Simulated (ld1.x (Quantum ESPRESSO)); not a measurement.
# Ru: generating and testing an ultrasoft potential

Aim: build the potential from the settings below, then test how well it stands in for the atom: other configurations, scattering, ghost states and the plane-wave cutoff that it needs.

Program: ld1.x (Quantum ESPRESSO) 7.5. Reference atom: LDA (PW92), scalar-relativistic, spherical and spin-unpolarised. All values are calculated.

## 1. The design

The settings as typed:

```
element                 : ruthenium (Ru, Z = 44)
type                    : ultrasoft
frozen core             : [Ar] 3d10
valence charge          : 16
reference configuration : 4s2 4p6 4d7 5s0.5 5p0 (charge +0.5)
partial waves           : 4s (bound): rcut 1.30, rcutus 1.65 bohr; 5s (bound): rcut 1.30, rcutus 1.65 bohr; 4p (bound): rcut 1.50, rcutus 1.75 bohr; 5p (bound, empty): rcut 1.50, rcutus 1.75 bohr; 4d (bound): rcut 1.60, rcutus 1.95 bohr; 4d channel at 2.45 Ry: rcut 1.60, rcutus 1.95 bohr
local potential         : all-electron potential smoothed inside 1.30 bohr (lloc = -1)
core correction         : Bessel-smoothed model core, default radius (core density twice the valence density)
augmentation charge     : PSQ, inside the norm-conserving radii
```

The nodes and maxima of the atom's own shells, from an earlier all-electron run, set the scale for the radii.

All-electron outer shells of the reference configuration (LDA (PW92), scalar-relativistic, ld1.x):

```tsv
shell	level (eV)	outermost node (bohr)	outermost maximum (bohr)
3p	-450.43	0.16	0.36
3d	-277.01	–	0.30
4s	-80.02	0.48	0.91
4p	-50.12	0.49	0.98
4d	-8.96	0.48	1.21
5s	-7.58	1.23	2.66
5p	-3.54	1.40	3.46
```

## 2. The generation run

Input file Ru.in:

```
 &input
   title='Ru', zed=44., rel=1, dft='PW', iswitch=3,
   config='[Kr] 4d7 5s0.5 5p0',
   nld=3, rlderiv=2.15, eminld=-8.0, emaxld=5.0, deld=0.04
 /
 &inputp
   pseudotype=3, tm=.true., lloc=-1, rcloc=1.30,
   nlcc=.true., new_core_ps=.true.,
   which_augfun='PSQ', rmatch_augfun_nc=.true.,
   file_pseudopw='Ru.UPF', file_wfcaegen='ae.wfc', file_wfcncgen='nc.wfc', file_beta='beta', file_chi='chi', file_wfcusgen='us.wfc'
 /
6
4S  1  0   2.00   0.00  1.30  1.65  0.0
5S  2  0   0.50   0.00  1.30  1.65  0.0
4P  2  1   6.00   0.00  1.50  1.75  0.0
5P  3  1   0.00   0.00  1.50  1.75  0.0
4D  3  2   7.00   0.00  1.60  1.95  0.0
4D  3  2   0.00   2.45  1.60  1.95  0.0
 &test
   configts(1)='4s2 4p6 4d7 5s0.5 5p0'
 /
```

On the command line:

```
$ ld1.x < Ru.in > Ru.out
```

Output in Ru.out (without the banner and most projector matrices):

```text
     Program LD1 v.7.5
     --------------------------- All-electron run ----------------------------

     Ru
     scalar relativistic calculation

     atomic number is 44.00
     dft =PW   lsd =0 sic =0 latt =0  beta=0.20 tr2=1.0E-14
     Exchange-correlation= PW
                           (   1   4   0   0   0   0   0)
     mesh =1233 r(mesh) = 101.06970 a.u. xmin = -7.00 dx = 0.01250
     1 Ry =  13.60569312 eV, c = 137.03599908

     n l     nl                  e(Ry)          e(Ha)          e(eV)
     1 0     1S 1( 2.00)     -1610.5102      -805.2551    -21912.1077
     2 0     2S 1( 2.00)      -231.8376      -115.9188     -3154.3117
     2 1     2P 1( 6.00)      -207.8121      -103.9060     -2827.4273
     3 0     3S 1( 2.00)       -41.0010       -20.5005      -557.8473
     3 1     3P 1( 6.00)       -33.1059       -16.5530      -450.4290
     4 0     4S 1( 2.00)        -5.8811        -2.9405       -80.0164
     4 1     4P 1( 6.00)        -3.6838        -1.8419       -50.1201
     3 2     3D 1(10.00)       -20.3599       -10.1800      -277.0107
     4 2     4D 1( 7.00)        -0.6583        -0.3292        -8.9571
     5 0     5S 1( 0.50)        -0.5569        -0.2785        -7.5772
     5 1     5P 1( 0.00)        -0.2601        -0.1301        -3.5392

     final scf error:  6.4E-15 reached in  30 iterations

     Etot =   -9052.335041 Ry,   -4526.167520 Ha, -123163.292611 eV

     Ekin =    9358.370751 Ry,    4679.185376 Ha,  127327.120571 eV
     Encl =  -21834.839191 Ry,  -10917.419596 Ha, -297078.121429 eV
     Eh   =    3681.664705 Ry,    1840.832353 Ha,   50091.600161 eV
     Exc  =    -257.531306 Ry,    -128.765653 Ha,   -3503.891913 eV

     normalization and overlap integrals

     s(1S/1S) =  1.000000  <r> =   0.0335  <r2> =    0.0015  r(max) =   0.0216
     s(2S/2S) =  1.000000  <r> =   0.1458  <r2> =    0.0251  r(max) =   0.1229
     s(2P/2P) =  1.000000  <r> =   0.1270  <r2> =    0.0197  r(max) =   0.0981
     s(3S/3S) =  1.000000  <r> =   0.4035  <r2> =    0.1864  r(max) =   0.3600
     s(3P/3P) =  1.000000  <r> =   0.4036  <r2> =    0.1894  r(max) =   0.3555
     s(4S/4S) =  1.000000  <r> =   1.0180  <r2> =    1.1761  r(max) =   0.9078
     s(4P/4P) =  1.000000  <r> =   1.1280  <r2> =    1.4619  r(max) =   0.9785
     s(3D/3D) =  1.000000  <r> =   0.3844  <r2> =    0.1770  r(max) =   0.3022
     s(4D/4D) =  1.000000  <r> =   1.6755  <r2> =    3.4793  r(max) =   1.2102
     s(5S/5S) =  1.000000  <r> =   3.1576  <r2> =   11.3916  r(max) =   2.6600
     s(5P/5P) =  1.000000  <r> =   4.2583  <r2> =   20.9816  r(max) =   3.4584

     ------------------------ End of All-electron run ------------------------

     --------------------- Generating US pseudopotential ---------------------

      Generating local potential from pseudized AE potential:
      Matching radius rcloc =   1.3000

      Local pseudo, rcloc= 1.304 Estimated cut-off energy=    14.64 Ry

      Computing core charge for nlcc:

       r > 0.66 : true rho core
      Core charge pseudized with two Bessel functions
      Integrated core pseudo-charge :  16.37
      Wfc-us  4S rcutus= 1.634  Estimated cut-off energy=    20.55 Ry
      Wfc-us  5S rcutus= 1.634  Estimated cut-off energy=    41.38 Ry
      Wfc-us  4P rcutus= 1.761  Estimated cut-off energy=    27.37 Ry
      Wfc-us  5P rcutus= 1.761  Estimated cut-off energy=    50.40 Ry
      Wfc-us  4D rcutus= 1.946  Estimated cut-off energy=    30.54 Ry
      Wfc-us  4D rcutus= 1.946  Estimated cut-off energy=    55.56 Ry

     Q pseudized with Bessel functions
     Expected ecutrho=     199.9937 due to l1=  0   l2=  2

     ------------------- End of pseudopotential generation -------------------

     [... the all-electron block is printed once more ...]


     Computing logarithmic derivative in   2.13738
     Computing logarithmic derivative in   2.13738
     Computing the partial wave expansion
     R is outside the sphere for l=    0 j= 0.00
     R is outside the sphere for l=    0 j= 0.00
     R is outside the sphere for l=    1 j= 0.00
     R is outside the sphere for l=    1 j= 0.00
     R is outside the sphere for l=    2 j= 0.00
     R is outside the sphere for l=    2 j= 0.00

     ---------------------- Testing the pseudopotential ----------------------

     Ru
     scalar relativistic calculation

     atomic number is 44.00   valence charge is 16.00
     dft =PW   lsd =0 sic =0 latt =0  beta=0.20 tr2=1.0E-14
     mesh =1233 r(mesh) = 101.06970 xmin = -7.00 dx = 0.01250

     n l     nl             e AE (Ry)        e PS (Ry)    De AE-PS (Ry)
     1 0     4S   1( 2.00)       -5.88110       -5.88108       -0.00002
     2 1     4P   1( 6.00)       -3.68376       -3.68375       -0.00001
     3 2     4D   1( 7.00)       -0.65833       -0.65833       -0.00001
     2 0     5S   1( 0.50)       -0.55691       -0.55691       -0.00001
     3 1     5P   1( 0.00)       -0.26013       -0.26012       -0.00000

     eps = 1.1E-15  iter =  6

     Etot =   -9052.335041 Ry,   -4526.167520 Ha, -123163.292611 eV
     Etotps =  -257.877399 Ry,    -128.938700 Ha,   -3508.600758 eV

     Ekin =      54.320960 Ry,      27.160480 Ha,     739.074307 eV
     Encl =    -411.048015 Ry,    -205.524007 Ha,   -5592.593145 eV
     Ehrt =     156.795343 Ry,      78.397672 Ha,    2133.309323 eV
     Ecxc =     -90.915667 Ry,     -45.457834 Ha,   -1236.970670 eV
     (Ecc =     -67.298302 Ry,     -33.649151 Ha,    -915.640042 eV)
     Epseu=      32.969980 Ry,      16.484990 Ha,     448.579427 eV

     ---------------------- End of pseudopotential test ----------------------
```

It took 1.9 s on 1 thread of Neoverse-V2, shared host. This counts the later configuration tests of the new file too.

All-electron and pseudo partial waves u(r) = r·R(r), from the program's wave files:

| r (bohr) | 5s AE | 5s PS |
| --- | --- | --- |
| 0.098 | -0.1208 | -0.1645 |
| 0.195 | 0.0623 | -0.3131 |
| 0.292 | 0.1832 | -0.4351 |
| 0.390 | 0.1155 | -0.5221 |
| 0.488 | -0.0331 | -0.5675 |
| 0.585 | -0.1704 | -0.5711 |
| 0.682 | -0.2587 | -0.5370 |
| 0.780 | -0.2908 | -0.4713 |
| 0.878 | -0.2738 | -0.3829 |
| 0.975 | -0.2216 | -0.2822 |
| 1.072 | -0.1471 | -0.1764 |
| 1.170 | -0.0597 | -0.0708 |
| 1.268 | 0.0318 | 0.0294 |
| 1.365 | 0.1208 | 0.1213 |
| 1.463 | 0.2058 | 0.2063 |
| 1.560 | 0.2827 | 0.2828 |
| 1.658 | 0.3523 | 0.3523 |
| 1.755 | 0.4125 | 0.4125 |
| 1.852 | 0.4642 | 0.4642 |
| 1.950 | 0.5082 | 0.5082 |
| 2.047 | 0.5440 | 0.5440 |
| 2.145 | 0.5730 | 0.5730 |
| 2.242 | 0.5952 | 0.5952 |
| 2.340 | 0.6117 | 0.6117 |
| 2.438 | 0.6230 | 0.6230 |
| 2.535 | 0.6295 | 0.6295 |

## 3. Testing the new file in other configurations

Input file Ru.test.in:

```
 &input
   title='Ru', zed=44., rel=1, dft='PW', iswitch=2,
   config='[Kr] 4d7 5s0.5 5p0'
 /
 &test
   file_pseudo='Ru.UPF', nconf=10,
   configts(1)='4s2 4p6 4d7 5s0.5 5p0',
   configts(2)='4s2 4p6 4d7 5s1 5p0',
   configts(3)='4s2 4p6 4d7 5s0 5p0',
   configts(4)='4s2 4p6 4d6 5s0 5p0',
   configts(5)='4s2 4p6 4d7 5s0 5p1',
   configts(6)='4s2 4p6 4d7.5 5s0.5 5p0',
   configts(7)='4s2 4p6 4d6 5s1 5p1',
   configts(8)='4s2 4p5 4d7 5s1 5p0',
   configts(9)='4s2 4p6 4d7 5s0.5 5p0', lsdts(9)=1,
   configts(10)='4s2 4p6 4d7 5s1 5p0', lsdts(10)=1
 /
```

On the command line:

```
$ ld1.x < Ru.test.in > Ru.test.out
```

Ru.test.out, the pseudopotential blocks:

```text
     ---------------------- Testing the pseudopotential ----------------------

     Ru
     scalar relativistic calculation

     atomic number is 44.00   valence charge is 16.00
     dft =PW   lsd =0 sic =0 latt =0  beta=0.20 tr2=1.0E-14
     mesh =1233 r(mesh) = 101.06970 xmin = -7.00 dx = 0.01250

     n l     nl             e AE (Ry)        e PS (Ry)    De AE-PS (Ry)
     1 0     4S   1( 2.00)       -5.88110       -5.88108       -0.00002
     2 1     4P   1( 6.00)       -3.68376       -3.68375       -0.00001
     3 2     4D   1( 7.00)       -0.65833       -0.65833       -0.00001
     2 0     5S   1( 0.50)       -0.55691       -0.55691       -0.00001
     3 1     5P   1( 0.00)       -0.26013       -0.26012       -0.00000

     eps = 1.1E-15  iter =  6

     Etot =   -9052.335041 Ry,   -4526.167520 Ha, -123163.292610 eV
     Etotps =  -257.877399 Ry,    -128.938700 Ha,   -3508.600758 eV

     Ekin =      54.320960 Ry,      27.160480 Ha,     739.074307 eV
     Encl =    -411.048015 Ry,    -205.524007 Ha,   -5592.593145 eV
     Ehrt =     156.795343 Ry,      78.397672 Ha,    2133.309323 eV
     Ecxc =     -90.915667 Ry,     -45.457834 Ha,   -1236.970670 eV
     (Ecc =     -67.298302 Ry,     -33.649151 Ha,    -915.640042 eV)
     Epseu=      32.969980 Ry,      16.484990 Ha,     448.579427 eV

     ---------------------- End of pseudopotential test ----------------------

     ---------------------- Testing the pseudopotential ----------------------

     Ru
     [...]
     n l     nl             e AE (Ry)        e PS (Ry)    De AE-PS (Ry)
     1 0     4S   1( 2.00)       -5.61832       -5.61788       -0.00044
     2 1     4P   1( 6.00)       -3.41983       -3.41940       -0.00043
     3 2     4D   1( 7.00)       -0.39694       -0.39693       -0.00001
     2 0     5S   1( 1.00)       -0.33153       -0.33154        0.00000
     3 1     5P   1( 0.00)       -0.07586       -0.07588        0.00003

     eps = 8.8E-15  iter = 11

     Etot =   -9052.556421 Ry,   -4526.278210 Ha, -123166.304642 eV
     Etotps =  -258.098830 Ry,    -129.049415 Ha,   -3511.613483 eV
     dEtot_ae =      -0.221380 Ry
     dEtot_ps =      -0.221431 Ry,   Delta E=       0.000051 Ry

     [...]
     ---------------------- End of pseudopotential test ----------------------

     ---------------------- Testing the pseudopotential ----------------------

     Ru
     [...]
     n l     nl             e AE (Ry)        e PS (Ry)    De AE-PS (Ry)
     1 0     4S   1( 2.00)       -6.16714       -6.16739        0.00025
     2 1     4P   1( 6.00)       -3.97087       -3.97109        0.00022
     3 2     4D   1( 7.00)       -0.94088       -0.94089        0.00001
     2 0     5S   1( 0.00)       -0.79536       -0.79534       -0.00002
     3 1     5P   1( 0.00)       -0.46062       -0.46056       -0.00006

     eps = 9.4E-15  iter =  9

     Etot =   -9051.997427 Ry,   -4525.998713 Ha, -123158.699137 eV
     Etotps =  -257.539734 Ry,    -128.769867 Ha,   -3504.006593 eV
     dEtot_ae =       0.337614 Ry
     dEtot_ps =       0.337665 Ry,   Delta E=      -0.000051 Ry

     [...]
     ---------------------- End of pseudopotential test ----------------------

     ---------------------- Testing the pseudopotential ----------------------

     Ru
     [...]
     n l     nl             e AE (Ry)        e PS (Ry)    De AE-PS (Ry)
     1 0     4S   1( 2.00)       -7.10044       -7.08667       -0.01377  !
     2 1     4P   1( 6.00)       -4.89201       -4.87715       -0.01486  !
     3 2     4D   1( 6.00)       -1.79173       -1.78901       -0.00273
     2 0     5S   1( 0.00)       -1.42469       -1.42449       -0.00020
     3 1     5P   1( 0.00)       -0.99957       -1.00140        0.00183

     eps = 3.2E-15  iter = 16

     Etot =   -9050.642309 Ry,   -4525.321155 Ha, -123140.261824 eV
     Etotps =  -256.185318 Ry,    -128.092659 Ha,   -3485.578819 eV
     dEtot_ae =       1.692732 Ry
     dEtot_ps =       1.692081 Ry,   Delta E=       0.000650 Ry

     [...]
     ---------------------- End of pseudopotential test ----------------------

     ---------------------- Testing the pseudopotential ----------------------

     Ru
     [...]
     n l     nl             e AE (Ry)        e PS (Ry)    De AE-PS (Ry)
     1 0     4S   1( 2.00)       -5.73509       -5.73431       -0.00078
     2 1     4P   1( 6.00)       -3.53744       -3.53721       -0.00023
     3 2     4D   1( 7.00)       -0.50942       -0.50899       -0.00044
     2 0     5S   1( 0.00)       -0.41115       -0.41125        0.00010
     3 1     5P   1( 1.00)       -0.13843       -0.13842       -0.00001

     eps = 5.4E-16  iter = 11

     Etot =   -9052.293174 Ry,   -4526.146587 Ha, -123162.722985 eV
     Etotps =  -257.835505 Ry,    -128.917752 Ha,   -3508.030753 eV
     dEtot_ae =       0.041867 Ry
     dEtot_ps =       0.041895 Ry,   Delta E=      -0.000028 Ry

     [...]
     ---------------------- End of pseudopotential test ----------------------

     ---------------------- Testing the pseudopotential ----------------------

     Ru
     [...]
     n l     nl             e AE (Ry)        e PS (Ry)    De AE-PS (Ry)
     1 0     4S   1( 2.00)       -5.51265       -5.51580        0.00314
     2 1     4P   1( 6.00)       -3.31833       -3.32203        0.00369
     3 2     4D   1( 7.50)       -0.31876       -0.31846       -0.00031
     2 0     5S   1( 0.50)       -0.29993       -0.29996        0.00003
     3 1     5P   1( 0.00)       -0.05957       -0.05943       -0.00014

     eps = 6.5E-15  iter = 11

     Etot =   -9052.577281 Ry,   -4526.288640 Ha, -123166.588455 eV
     Etotps =  -258.119555 Ry,    -129.059777 Ha,   -3511.895448 eV
     dEtot_ae =      -0.242240 Ry
     dEtot_ps =      -0.242155 Ry,   Delta E=      -0.000085 Ry

     [...]
     ---------------------- End of pseudopotential test ----------------------

     ---------------------- Testing the pseudopotential ----------------------

     Ru
     [...]
     n l     nl             e AE (Ry)        e PS (Ry)    De AE-PS (Ry)
     1 0     4S   1( 2.00)       -5.97200       -5.95883       -0.01317  !
     2 1     4P   1( 6.00)       -3.76316       -3.75009       -0.01307  !
     3 2     4D   1( 6.00)       -0.68270       -0.67967       -0.00304
     2 0     5S   1( 1.00)       -0.47169       -0.47128       -0.00041
     3 1     5P   1( 1.00)       -0.16569       -0.16600        0.00031

     eps = 3.4E-16  iter = 18

     Etot =   -9052.140177 Ry,   -4526.070089 Ha, -123160.641359 eV
     Etotps =  -257.683878 Ry,    -128.841939 Ha,   -3505.967764 eV
     dEtot_ae =       0.194863 Ry
     dEtot_ps =       0.193521 Ry,   Delta E=       0.001342 Ry

     [...]
     ---------------------- End of pseudopotential test ----------------------

     ---------------------- Testing the pseudopotential ----------------------

     Ru
     [...]
     n l     nl             e AE (Ry)        e PS (Ry)    De AE-PS (Ry)
     1 0     4S   1( 2.00)       -6.55784       -6.53296       -0.02489  !
     2 1     4P   1( 5.00)       -4.33634       -4.31837       -0.01797  !
     3 2     4D   1( 7.00)       -1.21431       -1.20261       -0.01170  !
     2 0     5S   1( 1.00)       -0.90250       -0.90183       -0.00067
     3 1     5P   1( 0.00)       -0.53625       -0.53543       -0.00082

     eps = 3.5E-15  iter = 18

     Etot =   -9048.696616 Ry,   -4524.348308 Ha, -123113.789316 eV
     Etotps =  -254.246779 Ry,    -127.123390 Ha,   -3459.203654 eV
     dEtot_ae =       3.638425 Ry
     dEtot_ps =       3.630620 Ry,   Delta E=       0.007805 Ry

     [...]
     ---------------------- End of pseudopotential test ----------------------
```

2 tests gave no usable energy difference; the test run stopped with "negative rho".

Excitation and ionisation energies from 4s2 4p6 4d7 5s0.5 5p0, with the error of the potential.

| valence configuration | charge | ΔE all-electron (eV) | error AE − PS (meV) |
| --- | --- | --- | --- |
| 4s2 4p6 4d7 5s1 5p0 | 0 | -3.012 | +0.7 |
| 4s2 4p6 4d7 5s0 5p0 | +1 | 4.593 | -0.7 |
| 4s2 4p6 4d6 5s0 5p0 | +2 | 23.031 | +8.8 |
| 4s2 4p6 4d7 5s0 5p1 | 0 | 0.570 | -0.4 |
| 4s2 4p6 4d7.5 5s0.5 5p0 | 0 | -3.296 | -1.2 |
| 4s2 4p6 4d6 5s1 5p1 | 0 | 2.651 | +18 |
| 4s2 4p5 4d7 5s1 5p0 | +1 | 49.503 | +106 |

## 4. Logarithmic derivatives

Taken from the files of the generation run. The phase is arctan(r·u′/u) with u = r·R, unwrapped, with energies in Ry. A pole is an energy at which the radial function vanishes at the test radius. The pseudo phase is shifted by a multiple of π to meet the all-electron one at the reference energy. Levels narrower than the energy grid can be missing from the poles. Left out: p, d, where the overlap operator is not positive , so their phases aren't trusted. The last column is the largest difference on the grid between −1 and +1 Ry.

| channel | radius (bohr) | reference (Ry) | poles AE | poles PS | window around the reference with phases within 0.05 rad (Ry) | largest difference near zero (rad) |
| --- | --- | --- | --- | --- | --- | --- |
| s | 2.14 | -0.56 | -5.75 | -5.75 | the whole range | 0.000 |

Phases (rad) along the scan:

| E (Ry) | s AE | s PS |
| --- | --- | --- |
| -8.00 | 1.368 | 1.368 |
| -7.52 | 1.353 | 1.353 |
| -7.04 | 1.330 | 1.330 |
| -6.56 | 1.278 | 1.278 |
| -6.08 | 0.771 | 0.771 |
| -5.60 | -1.652 | -1.652 |
| -5.12 | -1.737 | -1.737 |
| -4.64 | -1.773 | -1.772 |
| -4.16 | -1.800 | -1.800 |
| -3.68 | -1.826 | -1.826 |
| -3.20 | -1.855 | -1.855 |
| -2.72 | -1.889 | -1.889 |
| -2.24 | -1.934 | -1.934 |
| -1.76 | -1.995 | -1.995 |
| -1.28 | -2.084 | -2.084 |
| -0.80 | -2.227 | -2.227 |
| -0.32 | -2.483 | -2.483 |
| 0.16 | -2.958 | -2.958 |
| 0.64 | -3.595 | -3.594 |
| 1.12 | -4.047 | -4.046 |
| 1.60 | -4.289 | -4.289 |
| 2.08 | -4.427 | -4.426 |
| 2.56 | -4.513 | -4.513 |
| 3.04 | -4.573 | -4.573 |
| 3.52 | -4.617 | -4.617 |
| 4.00 | -4.652 | -4.651 |
| 4.48 | -4.680 | -4.680 |
| 4.96 | -4.704 | -4.704 |

## 5. Plane-wave convergence, by spherical Bessel functions

A separate test, outside the generator: the pseudo-atom's Hamiltonian at the reference potential is diagonalised in spherical Bessel functions j_l(qr) that vanish at 20 bohr, with q² up to the cutoff.

No cutoffs are read. The overlap operator is not positive in p, d (lowest eigenvalue -1.289), so the test is not defined there. The ghost test is not conclusive.

## 6. What came out

| quantity | value |
| --- | --- |
| cutoffs | not determined |
| bound ghosts | not determined |
| largest test error (AE − PS) | +106 meV, for 4s2 4p5 4d7 5s1 5p0 (2 tests unsolved) |
| largest phase difference near zero energy, channels read | 0.000 rad |
| lowest eigenvalue of the overlap (Bessel basis) | -1.289 (d) |
| density cutoff estimated by the generator | 200 Ry |

What this shows: The overlap operator is not positive definite in p, d, so a plane-wave run would break down once the basis is large enough. The worst unpolarised test, 4s2 4p5 4d7 5s1 5p0, is off by 106 meV on 49.5 eV; by total energies transferability rates as fair for so large an energy. That test lies far up in energy; among those under 40 eV, nearer to bonding, the largest error is 18 meV. The test run broke off, so later configurations gave nothing; the verdict rests on few tests. No cutoffs are read. Ghosts could not be judged. Near zero energy the phases of the channels with partial waves that could be evaluated agree within 0.001 rad. These are tests on the free atom; a crystal test is still owed.
